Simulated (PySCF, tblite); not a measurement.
# C₇H₉O₂ radical: geometry, infrared bands and EPR parameters

Wanted: the infrared bands and EPR parameters of C₇H₉O₂ radical (`O=C1[CH]O[C@H]1C1CCC1`), by calculation.

Computed with tblite 0.8.0 and PySCF 2.14.0, with density-fitted response routines of our own, on a single molecule in the gas phase. Atoms are numbered from 0 throughout.

## 1. Starting geometry

18 atoms, charge 0, multiplicity 2; geometry from: force field or distance geometry start.

Bonds of the start (Å): O0–C1 1.22, C1–C2 1.46, C2–O3 1.42, O3–C4 1.41, C4–C5 1.50, C5–C6 1.53, C6–C7 1.53, C7–C8 1.53, C4–C1 1.48, C8–C5 1.53, C2–H9 1.08, C4–H10 1.10, C5–H11 1.11, C6–H12 1.12, C6–H13 1.10, C7–H14 1.11, C7–H15 1.09, C8–H16 1.13, C8–H17 1.09.

## 2. Geometry optimisation with GFN2-xTB

Job settings and geometry (Å):

```
{"job": {"kind": "relax", "xc": "GFN2-xTB", "basis": "xTB"}, "charge": 0, "multiplicity": 2}
O      3.076700     0.457100     0.995600
C      2.288100     0.329700     0.078600
C      2.054700    -0.424600    -1.152500
O      1.341300     0.714900    -1.614700
C      0.986600     0.950600    -0.274700
C     -0.173600     0.155300     0.238200
C     -1.557700     0.719100    -0.089500
C     -1.979100    -0.753600    -0.054200
C     -0.599300    -1.005300    -0.662300
H      2.947400    -0.571100    -1.741200
H      0.904700     2.008600     0.005800
H     -0.076700    -0.184700     1.293900
H     -2.011300     1.340000     0.720100
H     -1.613900     1.137500    -1.106900
H     -1.974200    -1.167400     0.974000
H     -2.828000    -1.003700    -0.688900
H     -0.645600    -0.720200    -1.752800
H     -0.148800    -1.975800    -0.444900
```

Launch:

```bash
OMP_NUM_THREADS=1 python probes_run.py task.json out
```

One launch serves the whole session: the jobs run in the order shown.

**Question.** This job is followed by: GFN2-xTB harmonic vibrations, gas phase; UKS B3LYP, pcH-1 on C H O, non-relativistic, mean-field spin-orbit, GIAO. What will the session give for the following? strongest single infrared mode (GFN2-xTB); zero-point energy (GFN2-xTB); g(iso) (B3LYP); ⟨S²⟩; largest a(iso); surface potential, 1st and 99th percentile.

**Answer**, as computed:

```
                                 quantity                  value
strongest single infrared mode (GFN2-xTB)  1772 cm⁻¹, 368 km/mol
             zero-point energy (GFN2-xTB)          90.6 kcal/mol
                           g(iso) (B3LYP)                2.00493
                                     ⟨S²⟩     0.758 (exact 0.75)
                           largest a(iso)    13C on C2, 46.9 MHz
    surface potential, 1st and 99th percentile     -1.70 V and 1.30 V
```

Relaxing lowered the energy by 2.018 eV in 92 steps; the close pair that moved most is C2–O3, from 1.422 to 1.347 Å. All 48 modes are real, so the xTB geometry is a minimum. The strongest single mode, at 1772 cm⁻¹, moves mainly C1. GFN2-xTB is a fitted tight-binding method: band positions and strengths are rough. Its intensities can rank the bands wrongly. The largest share of the spin, 0.59 e, sits on C2. The isotropic g lies 2.6 ppt above the free-electron value.
